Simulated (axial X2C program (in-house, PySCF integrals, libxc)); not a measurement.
# ReNa: properties at the nuclei

Aim: properties at the nuclei of ReNa, with spin–orbit coupling in the Hamiltonian from the start.

Computed with an in-house X2C program for linear molecules on PySCF integrals. Level: two-component X2C with atomic mean-field terms, Re dyall-cv3z, Na dyall-cv3z.

All values are calculated.

**1. The job**

task.json reads:

```json
{"zs": [75, 11], "q": 0, "bas": ["dyall-cv3z", "dyall-cv3z"], "r0": 2.86, "levels": ["PBE0", "HF", "PBE50", "B3LYP", "BP86"], "nst": 3}
```

Keys: zs atomic numbers; q charge; bas basis sets; r0 starting distance in Å; levels methods (HF also brings MP2); nst determinants followed.

Launch:

```bash
python soeom.py task.json out
```

The runs that follow: Expectation values, lowest determinant; Expectation values, a higher determinant; Expectation values, a higher determinant.

What does the calculation give? Wanted: lowest determinant; Eeff magnitude; Ws magnitude Re; A∥/gI Re; qzz Re; higher determinant (for each run or level that gives them).

The runs gave:

| quantity | value |
| --- | --- |
| lowest determinant | Ω = 2 (excess of +ω over −ω: ω = -1/2, ω = 5/2) |
| Eeff magnitude (GV/cm), PBE0 | 10.9 |
| Ws magnitude Re (kHz), PBE0 | 5.01 |
| A∥/gI Re (MHz), PBE0 | -96.7 |
| qzz Re (a.u.), PBE0 | -1.45 |
| higher determinant | Ω = 3 (excess of +ω over −ω: ω = 1/2, ω = 5/2) |
| Eeff magnitude (GV/cm), PBE0, higher determinant | 33 |
| Ws magnitude Re (kHz), PBE0, higher determinant | 11.4 |
| A∥/gI Re (MHz), PBE0, higher determinant | 392 |
| qzz Re (a.u.), PBE0, higher determinant | -2.95 |
| higher determinant | Ω = 1 (excess of +ω over −ω: ω = -3/2, ω = 5/2) |
| Eeff magnitude (GV/cm), PBE0, higher determinant | 16.5 |
| Ws magnitude Re (kHz), PBE0, higher determinant | 18 |
| A∥/gI Re (MHz), PBE0, higher determinant | 2250 |
| qzz Re (a.u.), PBE0, higher determinant | -1.45 |

What this shows: In the first state, the effective field runs from 3.19 to 102 GV/cm over the mean-field levels, so the levels don't agree on it. The expectation values come from single determinants, which for open shells can mix terms of unlike spin or miss the lowest Ω, so a determinant need not be a state. Eeff is the effective electric field on the electron dipole moment in this Ω state and Ws the scalar–pseudoscalar constant (defined with the proton number Z and per Ω); A∥ is the parallel hyperfine constant, which follows by multiplying with the nuclear g factor gI = μI/(I μN); qzz is the electric field gradient, eQq0 = 234.96 MHz × Q/barn × qzz; μ is positive if Na is the positive end. The operators were transformed with the bare-nucleus X2C matrices. A second determinant lies within 0.1 eV of the first, so their order is not settled at this level.
